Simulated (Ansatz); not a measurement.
**F₂H₄OSi₂: a ladder of functionals and wavefunction methods**

The task here is to estimate one member of a computed series from the others.

Program: Ansatz 0.2.0, Gaussian basis. Level of theory: functionals in def2-TZVPP, the program's frozen cores in correlated methods. These are calculated values, not measurements.

Levels to be run: LDA (SPW92), PBE-D4, revPBE-D4, BLYP-D4, r2SCAN-D4, B97M-V, PBE0-D4, B3LYP-D4, r2SCANh-D4, r2SCAN0-D4, HSE06-D4, BHLYP-D4, CAM-B3LYP-D4, LC-ωPBE, ωB97X-V, ωB97M-V, B2PLYP, PBE-QIDH; CCSD(T)/def2-SVP; CCSD(T)/def2-TZVPP; CCSD(T)/def2-QZVPP; extrapolation to the limit; RPA on PBE.

### The relaxed structure

The geometry comes from an earlier relaxation with PBE0-D4 in a triple-zeta def2 set; it is a stationary point, not always the lowest conformer.

SMILES `O[Si](F)(F)[SiH3]`, 9 atoms, charge 0, spin multiplicity 1.

Atoms are counted from 1 here; the program's logs count them from 0.

Bond lengths: O1–Si2 1.621 Å, O1–H6 0.959 Å, Si2–F3 1.592 Å, Si2–F4 1.592 Å, Si2–Si5 2.328 Å, Si5–H7 1.485 Å, Si5–H8 1.485 Å, Si5–H9 1.485 Å. Angles: Si2–O1–H6 120.5°, O1–Si2–F3 110.1°, O1–Si2–F4 110.1°, O1–Si2–Si5 109.3°, F3–Si2–F4 104.4°, F3–Si2–Si5 111.4°, F4–Si2–Si5 111.4°, Si2–Si5–H7 109.1°, Si2–Si5–H8 109.3°, Si2–Si5–H9 109.3°, H7–Si5–H8 109.7°, H7–Si5–H9 109.7°, H8–Si5–H9 109.8°.

Set-up of the first run:

Contents of in.yaml:

```yaml
crystal:
  periodic: [false, false, false]
  atoms:
    - {symbol: O, position_ang: [0.246275, 1.857014, 0.435899]}
    - {symbol: Si, position_ang: [0.784697, 0.367650, 0.089686]}
    - {symbol: F, position_ang: [1.734950, 0.412688, -1.186931]}
    - {symbol: F, position_ang: [1.721878, -0.161612, 1.262853]}
    - {symbol: Si, position_ang: [-1.031065, -1.048900, -0.252082]}
    - {symbol: H, position_ang: [0.864314, 2.570826, 0.606082]}
    - {symbol: H, position_ang: [-0.531073, -2.412103, -0.563665]}
    - {symbol: H, position_ang: [-1.841632, -0.542072, -1.388085]}
    - {symbol: H, position_ang: [-1.859943, -1.089791, 0.979043]}
basis:
  gaussian: {orbitals: def2-TZVPP}
hamiltonian: {xc: lda}
output: {orbitals: {seedname: orbitals}}
```

The run is started by

```bash
ansatz run in.yaml --threads 2 --pin off --events-out ev --progress --plain --max-ram 22528MiB --backend cpu
```

Steps of the session up to this table: LDA; PBE-D4 (GGA); revPBE-D4 (GGA); BLYP-D4 (GGA); r2SCAN-D4 (meta-GGA); B97M-V (meta-GGA); PBE0-D4 (hybrid); B3LYP-D4 (hybrid); r2SCANh-D4 (hybrid); r2SCAN0-D4 (hybrid); HSE06-D4 (hybrid); BHLYP-D4 (hybrid); CAM-B3LYP-D4 (range-separated); LC-ωPBE (range-separated); ωB97X-V (range-separated); ωB97M-V (range-separated); B2PLYP (double hybrid); PBE-QIDH (double hybrid).

One table of the session follows, with a row left open; its other results are not shown here.

It belongs to the step «Frontier levels by functional». 

```
  functional  HOMO (eV)  gap (eV)
 LDA (SPW92)      -7.87      6.80
      PBE-D4      -7.76      6.87
   revPBE-D4      -7.70      6.90
     BLYP-D4      -7.65      6.88
   r2SCAN-D4      -8.06      7.51
      B97M-V      -8.15      7.34
     PBE0-D4          ?         ?
    B3LYP-D4      -8.84      8.60
  r2SCANh-D4      -8.53      8.28
  r2SCAN0-D4      -9.23      9.43
    HSE06-D4      -8.64      8.25
    BHLYP-D4     -10.25     11.11
CAM-B3LYP-D4     -10.40     11.41
     LC-ωPBE     -11.70     13.92
     ωB97X-V     -11.37     13.44
     ωB97M-V     -11.13     12.85
```

Q: Estimate the row for PBE0-D4 from the others.

**Answer.** HOMO (eV): -9.04; gap (eV): 9.03. In the column «HOMO (eV)» it lies between r2SCAN0-D4 (-9.23) and B3LYP-D4 (-8.84).
